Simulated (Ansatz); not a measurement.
# SnH− (triplet): wave-function methods side by side at distance Sn1–H2 = 6.210 Å, def2-SVPD

Aim: climb from Hartree-Fock through coupled cluster and multireference methods for SnH− (triplet) at one geometry and basis, and see what each rung misses.

Method: def2-SVPD, core rule «outside noble gas», up to 9 orbitals frozen; program: Ansatz 0.2.0, Gaussian basis.

The runs, in order: UHF; CCSD(T) on natural orbitals of UHF; CCSD(T) on UHF; BCCD(T) on natural orbitals of UHF; CISD; CCSDT(Q) on natural orbitals of UHF; CCSDT(Q) on UHF; CASSCF and MRCISD+Q, 4 electrons in 4 orbitals; CASSCF and NEVPT2, 4 electrons in 4 orbitals; CASSCF and MRCISD+Q, 6 electrons in 5 orbitals; CASSCF and NEVPT4(SD), 6 electrons in 5 orbitals; CASSCF and NEVPT2, 6 electrons in 5 orbitals; Full CI.

26 further runs of the same task are left out: 20 that didn't finish, 6 set aside as unsound or not needed.

## 1. The geometry

The geometry derives from a PBE0/def2-TZVPD stationary point (not a proven minimum). One bond is set to the value named and the two fragments are kept rigid. No spin-orbit coupling is included. Elements past krypton take def2 core potentials.

2 atoms, charge -1, spin multiplicity 3.

Atoms are counted from 1 here; the program's logs count them from 0.

No contacts short enough for the rule that draws bonds.

## 2. UHF

The input, in.yaml:

```yaml
crystal:
  periodic: [false, false, false]
  atoms:
    - {symbol: Sn, position_ang: [0.000000, 0.000000, 0.000000]}
    - {symbol: H, position_ang: [0.000000, 0.000000, 6.210000]}
basis:
  gaussian: {orbitals: def2-SVPD}
total_charge: -1
magnetization: {spin_polarized: true, initial_magnetization: 2}
hamiltonian: {xc: hf}
output: {orbitals: {seedname: orbitals}}
```

Run with:

```bash
ansatz run in.yaml --threads 1 --pin off --events-out ev --progress --plain --max-ram 2393MiB
```

Further steps of the session: CCSD(T) on natural orbitals of UHF; CCSD(T) on UHF; BCCD(T) on natural orbitals of UHF; CISD; CCSDT(Q) on natural orbitals of UHF; CCSDT(Q) on UHF; CASSCF and MRCISD+Q, 4 electrons in 4 orbitals; CASSCF and NEVPT2, 4 electrons in 4 orbitals; CASSCF and MRCISD+Q, 6 electrons in 5 orbitals; CASSCF and NEVPT4(SD), 6 electrons in 5 orbitals; CASSCF and NEVPT2, 6 electrons in 5 orbitals; Full CI.

**Question.** What will the summary of the whole plan be? Wanted: FCI below the RHF energy; RMP2 from FCI; RCCSD from FCI; RCCSD(T) from FCI; RCCSDT(Q) from FCI; NEVPT2 pair from FCI; MRCISD+Q pair from FCI; NEVPT2 valence from FCI; T1 diagnostic.

As calculated:

| quantity | value |
| --- | --- |
| FCI below the RHF energy | -3.4787 eV |
| RMP2 from FCI | -7705.9 meV |
| RCCSD from FCI | +44.6 meV |
| RCCSD(T) from FCI | -92.3 meV |
| RCCSDT(Q) from FCI | -8.8 meV |
| NEVPT2 pair from FCI | +372.6 meV |
| MRCISD+Q pair from FCI | -36.2 meV |
| NEVPT2 valence from FCI | +398.2 meV |
| levels within 1 kcal/mol (43 meV) | BCCD(T), RCCSDT, RCCSDT(Q), MRCISD+Q pair, NEVPT4(SD) valence, MRCISD+Q valence |
| T1 diagnostic | 0.395 |
| effectively unpaired electrons | 4.01 |

RCCSD(T) lands -92.3 meV from the yardstick (2.7 % of the correlation energy). RMP2, RCCSD(T), RCCSDT(Q), MRCISD+Q pair, MRCISD+Q valence fall below full CI, which methods that aren't variational can do. With 4.0 effectively unpaired electrons against 2 the state is strongly multireference. Coupled cluster on one determinant still stays close here. Of the multireference levels listed NEVPT4(SD) valence comes nearest in total energy (+4.8 meV), which doesn't show that its space is the better one. Coupled cluster took another determinant than the lowest Hartree-Fock one. These misses are within one basis, not against nature.
